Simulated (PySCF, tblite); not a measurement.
# C₆H₁₁N₃OSi: geometry, infrared bands and NMR shifts

Wanted: the infrared bands and NMR shifts of C₆H₁₁N₃OSi (`Cc1nn([SiH](C)C)nc1C=O`), by calculation.

Computed with tblite 0.8.0 and PySCF 2.14.0, with density-fitted response routines of our own, on a single molecule in the gas phase. Atoms count from 0, in the outputs and in this text.

### Step 1. The molecule as given

22 atoms, charge 0, multiplicity 1; geometry from: force field or distance geometry start.

Bonds of the start (Å): C0–C1 1.50, C1–N2 1.33, N2–N3 1.37, N3–Si4 1.79, Si4–C5 1.85, Si4–C6 1.86, N3–N7 1.35, N7–C8 1.34, C8–C9 1.44, C9–O10 1.23, C8–C1 1.40, C0–H11 1.09, C0–H12 1.08, C0–H13 1.09, Si4–H14 1.50, C5–H15 1.10, C5–H16 1.09, C5–H17 1.10, C6–H18 1.09, C6–H19 1.09, C6–H20 1.10, C9–H21 1.11.

### Step 2. Geometry optimisation with GFN2-xTB

The job: settings as JSON, then the geometry in Å.

```
{"job": {"kind": "relax", "xc": "GFN2-xTB", "basis": "xTB"}, "charge": 0, "multiplicity": 1}
C      2.887600    -0.833500     1.139500
C      1.742900    -0.170500     0.436700
N      0.490500    -0.565800     0.658900
N     -0.209200     0.281400    -0.159800
Si    -1.991600     0.189700    -0.256100
C     -2.757200     0.537700     1.396600
C     -2.513600    -1.476500    -0.898800
N      0.516700     1.175300    -0.861000
C      1.775200     0.886000    -0.486000
C      2.905700     1.616300    -1.004900
O      4.071100     1.389700    -0.691500
H      3.426700    -0.107000     1.746800
H      3.563300    -1.272300     0.424800
H      2.537400    -1.629100     1.803300
H     -2.502800     1.227700    -1.218200
H     -2.463500     1.529300     1.775900
H     -3.843300     0.512400     1.343900
H     -2.435800    -0.207300     2.140000
H     -3.603700    -1.534200    -0.980200
H     -2.077700    -1.675800    -1.874800
H     -2.193200    -2.269200    -0.213700
H      2.664100     2.415100    -1.732500
```

Started as:

```sh
$ OMP_NUM_THREADS=1 python probes_run.py task.json out
```

One launch serves the whole session: the jobs run in the order shown.

Log:

```text
step      E/eV     max force
  0    -897.77798    3.172
  1    -897.99660    1.990
  2    -898.02820    1.133
  3    -898.04858    0.378
  4    -898.05676    0.369
  5    -898.07171    0.491
  6    -898.08355    0.419
  7    -898.09196    0.293
  8    -898.09740    0.179
  9    -898.10161    0.207
 10    -898.10495    0.187
 11    -898.10836    0.216
 12    -898.11132    0.150
 13    -898.11342    0.140
 14    -898.11476    0.094
 15    -898.11581    0.091
 16    -898.11686    0.087
 17    -898.11784    0.093
 18    -898.11858    0.064
 19    -898.11910    0.061
 20    -898.11950    0.050
 21    -898.11987    0.046
 22    -898.12024    0.041
 23    -898.12058    0.039
 24    -898.12089    0.038
 25    -898.12115    0.042
 26    -898.12138    0.036
 27    -898.12163    0.034
 28    -898.12191    0.043
 29    -898.12220    0.056
 30    -898.12245    0.048
 31    -898.12263    0.027
 32    -898.12276    0.027
 33    -898.12287    0.026
 34    -898.12299    0.023
 35    -898.12314    0.035
 36    -898.12328    0.034
 37    -898.12341    0.036
 38    -898.12353    0.031
 39    -898.12365    0.035
 40    -898.12380    0.043
 41    -898.12398    0.037
 42    -898.12415    0.039
 43    -898.12429    0.039
 44    -898.12442    0.035
 45    -898.12455    0.040
 46    -898.12469    0.038
 47    -898.12480    0.034
 48    -898.12488    0.018
 49    -898.12493    0.022
 50    -898.12496    0.017
 51    -898.12498    0.014
 52    -898.12500    0.014
 53    -898.12502    0.011
 54    -898.12504    0.014
 55    -898.12506    0.018
 56    -898.12510    0.020
 57    -898.12516    0.029
 58    -898.12523    0.031
 59    -898.12531    0.022
 60    -898.12537    0.016
 61    -898.12542    0.016
 62    -898.12547    0.022
 63    -898.12551    0.018
 64    -898.12554    0.011
 65    -898.12556    0.009
```

Wall time 0.51 s (1 thread of Arm Neoverse V2, shared host).

Step by step: (not every step is listed)

```csv
step,energy from step 0 (eV),largest force (eV/Å)
0,0.0000,3.1718
1,-0.2186,1.9903
2,-0.2502,1.1328
3,-0.2706,0.3784
4,-0.2788,0.3691
5,-0.2937,0.4913
6,-0.3056,0.4189
7,-0.3140,0.2931
8,-0.3194,0.1787
13,-0.3354,0.1402
18,-0.3406,0.0637
23,-0.3426,0.0387
28,-0.3439,0.0427
33,-0.3449,0.0263
38,-0.3456,0.0311
43,-0.3463,0.0394
48,-0.3469,0.0185
53,-0.3470,0.0109
58,-0.3473,0.0315
60,-0.3474,0.0160
61,-0.3474,0.0161
62,-0.3475,0.0222
63,-0.3475,0.0177
64,-0.3476,0.0114
65,-0.3476,0.0094
```

Distances of close pairs at the start and the end, largest changes first:

```csv
bond,before (Å),after (Å),change (Å)
Si4–H14,1.505,1.462,-0.043
N3–N7,1.348,1.306,-0.042
N2–N3,1.370,1.328,-0.042
Si4–C5,1.854,1.896,+0.042
Si4–C6,1.861,1.896,+0.036
C1–C8,1.403,1.424,+0.021
C9–O10,1.228,1.207,-0.021
C0–C1,1.498,1.478,-0.020
```

The final coordinates are the input of the step that follows.

### Step 3. Harmonic vibrations with GFN2-xTB

The job: settings as JSON, then the geometry in Å.

```
{"job": {"kind": "ir", "xc": "GFN2-xTB", "basis": "xTB"}, "charge": 0, "multiplicity": 1}
C      2.797213    -0.853998     1.152408
C      1.678539    -0.189070     0.452778
N      0.406994    -0.507168     0.601465
N     -0.271184     0.315403    -0.190748
Si    -2.048548     0.241998    -0.308520
C     -2.696298     0.564561     1.444163
C     -2.451964    -1.507945    -0.917496
N      0.480732     1.154554    -0.851066
C      1.734160     0.882553    -0.483085
C      2.880906     1.601012    -0.995833
O      4.028987     1.386829    -0.689625
H      3.351649    -0.123170     1.739225
H      3.488614    -1.275726     0.424499
H      2.417642    -1.638785     1.800525
H     -2.340716     1.303509    -1.270650
H     -2.403020     1.549011     1.798428
H     -3.779521     0.507904     1.484391
H     -2.296896    -0.167729     2.141536
H     -3.522983    -1.667008    -0.992478
H     -2.020905    -1.695771    -1.897043
H     -2.051388    -2.253694    -0.235366
H      2.607578     2.392118    -1.718656
```

Log:

```text
mode    cm-1     km/mol
  1       8.4      0.00
  2      35.5      0.47
  3      53.6      0.07
  4      80.8      0.02
  5     107.4      0.02
  6     116.5      6.90
  7     123.3      0.05
  8     142.7      4.94
  9     163.2      0.78
 10     186.6     13.97
 11     225.2     12.98
 12     240.5      3.24
 13     309.9      3.11
 14     331.1      5.78
 15     407.6     50.13
 16     517.9      1.96
 17     597.7     98.88
 18     639.5     59.09
 19     666.4      2.04
 20     672.7      0.10
 21     704.7     62.70
 22     734.1     29.27
 23     767.1      4.13
 24     778.0     58.05
 25     795.6      1.11
 26     835.9    202.42
 27     836.5    128.49
 28     857.1    292.07
 29     917.1      0.43
 30    1001.5      5.73
 31    1028.8     12.11
 32    1033.1      1.84
 33    1199.9    111.00
 34    1244.3     18.99
 35    1272.8    230.20
 36    1323.8     32.23
 37    1364.1     26.49
 38    1366.6     15.89
 39    1381.4     20.31
 40    1392.7      5.43
 41    1450.3      5.53
 42    1454.5     10.87
 43    1463.7      0.51
 44    1468.1      3.02
 45    1469.9      0.16
 46    1474.6      4.73
 47    1481.1    152.88
 48    1539.9     28.21
 49    1737.9    424.87
 50    2279.6    250.75
 51    2787.6    116.91
 52    3012.0      8.43
 53    3027.8      6.47
 54    3030.3      9.17
 55    3034.0     19.01
 56    3036.6     18.79
 57    3040.2     10.28
 58    3051.3      1.30
 59    3054.1     41.76
 60    3055.3     13.15
```

Wall time 0.95 s (1 thread of Arm Neoverse V2, shared host).

Which atoms move in the most intense modes:

```csv
cm⁻¹,km/mol,atoms
836,202.4,"H19 28 %, Si4 25 %, C6 13 %"
836,128.5,"H17 23 %, H15 23 %, H20 16 %, C5 12 %"
857,292.1,"H16 21 %, H18 21 %, Si4 11 %"
1273,230.2,"N3 57 %, N7 38 %"
1481,152.9,"C8 60 %, N7 13 %, C1 13 %"
1738,424.9,"C9 60 %, O10 38 %"
2280,250.8,H14 97 %
2788,116.9,H21 94 %
```

### Step 4. NMR shieldings: PBE0/pcSseg-1

The job, as its differences from that of step 3:

```diff
@@ -1,2 +1,2 @@
-{"job": {"kind": "ir", "xc": "GFN2-xTB", "basis": "xTB"}, "charge": 0, "multiplicity": 1}
+{"job": {"kind": "nmr", "xc": "PBE0", "basis": "pcSseg-1"}, "charge": 0, "multiplicity": 1}
 C      2.797213    -0.853998     1.152408
```

Method: GIAO PBE0/pcSseg-1 NMR shielding, non-relativistic, gas phase.

Log:

```text
coarse grid: 19232 points
cycle   1  E = -763.2683722118  dE =  1.817e+00  |g| = 9.213e-01  |ddm| = 4.473e+00
cycle   2  E = -762.7482366408  dE =  5.201e-01  |g| = 1.824e+00  |ddm| = 3.394e+00
cycle   3  E = -763.4366900875  dE = -6.885e-01  |g| = 2.436e-01  |ddm| = 2.793e+00
cycle   4  E = -763.4481833115  dE = -1.149e-02  |g| = 9.820e-02  |ddm| = 2.885e-01
cycle   5  E = -763.4498031014  dE = -1.620e-03  |g| = 4.668e-02  |ddm| = 9.908e-02
cycle   6  E = -763.4502333998  dE = -4.303e-04  |g| = 1.134e-02  |ddm| = 4.298e-02
cycle   7  E = -763.4502593532  dE = -2.595e-05  |g| = 4.086e-03  |ddm| = 1.247e-02
cycle   8  E = -763.4502628466  dE = -3.493e-06  |g| = 1.200e-03  |ddm| = 4.197e-03
final grid: 182456 points
cycle   9  E = -763.5194293809  dE = -3.134e-05  |g| = 1.349e-02  |ddm| = 3.706e-02
cycle  10  E = -763.5193528018  dE =  7.658e-05  |g| = 2.415e-02  |ddm| = 3.248e-02
cycle  11  E = -763.5194651486  dE = -1.123e-04  |g| = 3.448e-03  |ddm| = 2.423e-02
cycle  12  E = -763.5194676464  dE = -2.498e-06  |g| = 4.000e-04  |ddm| = 3.292e-03
cycle  13  E = -763.5194676681  dE = -2.166e-08  |g| = 2.725e-04  |ddm| = 6.193e-04
cycle  14  E = -763.5194676838  dE = -1.570e-08  |g| = 7.069e-05  |ddm| = 2.687e-04
cycle  15  E = -763.5194676848  dE = -1.013e-09  |g| = 1.861e-05  |ddm| = 6.977e-05
cycle  16  E = -763.5194676849  dE = -6.344e-11  |g| = 7.542e-06  |ddm| = 1.984e-05
converged SCF energy = -763.5194676849

GIAO shielding tensors (ppm)
atom      isotropic    diamagn.    paramagn.     s11        s22        s33       span
  0 C      171.716     247.280     -75.564    159.589    169.871    185.687     26.098
  1 C       30.424     261.368    -230.943    -41.761      4.948    128.086    169.846
  2 N      -99.925     331.436    -431.361   -307.205   -147.179    154.609    461.814
  3 N      -18.810     335.519    -354.329   -117.350    -42.804    103.724    221.074
  4 Si     344.632     884.108    -539.476    324.844    349.104    359.948     35.105
  5 C      187.769     255.500     -67.731    180.274    189.275    193.757     13.483
  6 C      187.778     255.694     -67.915    180.267    189.242    193.826     13.559
  7 N     -134.125     331.272    -465.397   -411.968   -156.708    166.299    578.267
  8 C       35.774     266.332    -230.558    -26.085     17.777    115.630    141.715
  9 C       -4.827     243.804    -248.631    -94.665    -14.928     95.112    189.777
 10 O     -332.870     397.086    -729.956   -991.409   -407.560    400.358   1391.767
 11 H       28.878      28.500       0.378     24.734     26.907     34.991     10.257
 12 H       28.875      28.719       0.156     24.723     26.915     34.986     10.263
 13 H       28.974      29.973      -0.999     23.353     28.891     34.678     11.325
 14 H       26.112      31.181      -5.069     22.312     24.597     31.426      9.114
 15 H       31.252      32.186      -0.934     26.809     28.694     38.252     11.443
 16 H       31.521      28.334       3.187     27.326     28.134     39.104     11.777
 17 H       30.730      33.424      -2.694     25.848     29.205     37.136     11.288
 18 H       31.526      28.504       3.022     27.330     28.134     39.114     11.784
 19 H       31.255      32.571      -1.316     26.811     28.697     38.257     11.446
 20 H       30.736      33.598      -2.862     25.855     29.211     37.142     11.287
 21 H       21.153      26.467      -5.313     18.040     21.532     23.887      5.848
```

Wall time 69 s (1 thread of Arm Neoverse V2, shared host); peak memory 1.1 GiB.

The references, computed at this level on geometries of the same kind, shield at (ppm): 1H TMS 31.72, 13C TMS 186.9, 29Si TMS 349.2, 15N NH3 267.7, 17O H2O 336.1. Their shielding less the atom's gives the shift. The references are single molecules in the gas phase, so shifts against H2O, NH3, PH3, H3PO4 or CFCl3 are not on the usual liquid scales and can be off by tens of ppm. Atoms listed in one row are averaged.

```csv
atoms,environment,σ (ppm),δ (ppm),δ scaled to CDCl3
C9,aldehyde carbonyl carbon,-4.8,191.8,185.2
C1,substituted aromatic carbon next to a ring nitrogen,30.4,156.5,150.8
C8,substituted aromatic carbon next to a ring nitrogen,35.8,151.2,145.6
C0,methyl carbon on an aromatic ring,171.7,15.2,12.9
"C5, C6",methyl carbon bonded to Si,187.8,-0.8,-2.7
H21,hydrogen on an aldehyde carbonyl carbon,21.15,10.56,10.06
H14,"hydrogen on a silicon bonded to 2 C, N",26.11,5.61,–
"H11, H12, H13",hydrogen on a methyl carbon on an aromatic ring,28.91,2.81,2.75
"H15, H16, H17, H18, H19, H20",hydrogen on a methyl carbon bonded to Si,31.17,0.55,0.62
N7,pyridine-type nitrogen of an azole,-134.1,401.9,–
N2,pyridine-type nitrogen of an azole,-99.9,367.7,–
N3,pyrrole-type ring nitrogen,-18.8,286.5,–
Si4,"silicon bonded to 2 C, N, H",344.6,4.5,–
O10,aldehyde oxygen,-332.9,668.9,–
```

The scaled column applies a straight-line fit of computed shieldings to shifts measured in CDCl3 (root-mean-square error 0.16 ppm for H, 1.9 ppm for C).

The run also stored atomic charges by several schemes (e):

```csv
atoms,Mulliken,IAO,Hirshfeld,ESP fit
C0,-0.11,-0.44,-0.12,-0.55
C1,0.01,0.10,0.05,0.42
N2,-0.26,-0.25,-0.13,-0.62
N3,-0.32,-0.11,0.00,0.53
Si4,0.94,1.05,0.44,0.75
"C5, C6",-0.63,-0.73,-0.21,-0.66
N7,-0.21,-0.21,-0.12,-0.65
C8,-0.08,-0.03,-0.01,0.18
C9,0.34,0.24,0.11,0.32
O10,-0.37,-0.41,-0.23,-0.45
```

Mayer bond orders: C0–C1 1.08, C1–N2 1.52, N2–N3 1.18, N3–Si4 0.66, Si4–C5 0.98, Si4–C6 0.98, N3–N7 1.26, N7–C8 1.40, C8–C9 1.03, C9–O10 1.98, C8–C1 1.22.

Ring of atoms C1, N2, N3, N7, C8: NICS(0) -11.6, NICS(1) -13.0, NICS(1)zz -30.6 ppm (means of both faces).

Orbitals, density, ELF and potential are computed afterwards from the orbital file.

Frontier orbitals at PBE0/pcSseg-1, with the share of their density that lies nearest to each atom:

```csv
orbital,energy (eV),lies on
HOMO,-7.53,O10 66 %; H21 15 %; C8 9 %
LUMO,-1.55,C9 26 %; O10 23 %; N7 20 %
```

ELF in a plane through or near 12 of the atoms.

Ten even steps from '0' (0.00) to '9' (1.00):
```
0000000000000000000000000000
0000000000000000000000000000
0000000010000000000000000000
0000005998000000045300000000
0000006999103410399940000000
0001204998038960599992000000
0015874354168960599971000000
0016948358485542245720000000
0004878474765838377010000000
0002785017940628532220000000
0000220016346773212310000000
0000001358357382011000000000
0000005634725996000000000000
0000003537701784000000000000
0000001399940120000000000000
0000000299960000000000000000
0000000079920000000000000000
0000000000000000000000000000
0000000000000000000000000000
0000000000000000000000000000
```
The map spans 13.6 Å across and 10.7 Å up, centred on the molecule. Atoms in the plane (x, y in Å): C0 (-2.7, -1.6), C1 (-1.6, -0.5), N2 (-0.3, -0.7), N3 (0.2, 0.5), Si4 (2.0, 0.7), N7 (-0.6, 1.4), C8 (-1.8, 0.9), C9 (-3.1, 1.6), O10 (-4.2, 1.2), H13 (-2.2, -2.6), H14 (2.1, 2.1), H21 (-2.9, 2.7).

On the surface of density 0.002 e/bohr³ the electrostatic potential runs, from the 1st to the 99th percentile, from -1.62 V near O10 to 1.33 V near H18.

### Step 5. Summary of results

| quantity | value |
| --- | --- |
| strongest single infrared mode (GFN2-xTB) | 1738 cm⁻¹, 425 km/mol |
| zero-point energy (GFN2-xTB) | 103.5 kcal/mol |
| 13C shifts against TMS (PBE0/pcSseg-1, means over atoms taken as alike) | 191.8, 156.5, 151.2, 15.2, -0.8 ppm |
| 1H shifts against TMS (PBE0/pcSseg-1, means over atoms taken as alike) | 10.56, 5.61, 2.81, 0.55 ppm |
| 15N shifts against NH3 (PBE0/pcSseg-1) | 401.9, 367.7, 286.5 ppm |
| 29Si shifts against TMS (PBE0/pcSseg-1) | 4.5 ppm |
| 17O shifts against H2O (PBE0/pcSseg-1) | 668.9 ppm |
| surface potential, 1st and 99th percentile | -1.62 V and 1.33 V |

The optimisation took 65 steps and gained 0.348 eV; among the close pairs (by a distance rule), Si4–H14 changed most, from 1.505 to 1.462 Å. No mode is imaginary among the 60: a minimum at this level. The strongest single mode, at 1738 cm⁻¹, moves mainly C9 and O10. GFN2-xTB is a fitted tight-binding method: band positions and strengths are rough. Its intensities can rank the bands wrongly. The most deshielded carbon is C9 (aldehyde carbonyl carbon), at 191.8 ppm: the double bond to the heteroatom, with no lone-pair donor beside it, deshields it most. H21 (hydrogen on an aldehyde carbonyl carbon) lies farthest downfield among hydrogen, at 10.56 ppm; deshielded by the polar, anisotropic C=O bond. At PBE0/pcSseg-1: Shielding is most anisotropic at O10 (span 1392 ppm, paramagnetic term -730 ppm). NICS(1)zz of -31 ppm above the planar ring from C1 marks a diatropic (aromatic) ring current. By nearest atom (PBE0/pcSseg-1), the HOMO sits on O10 66 %; H21 15 % and the LUMO on C9 26 %; O10 23 %.
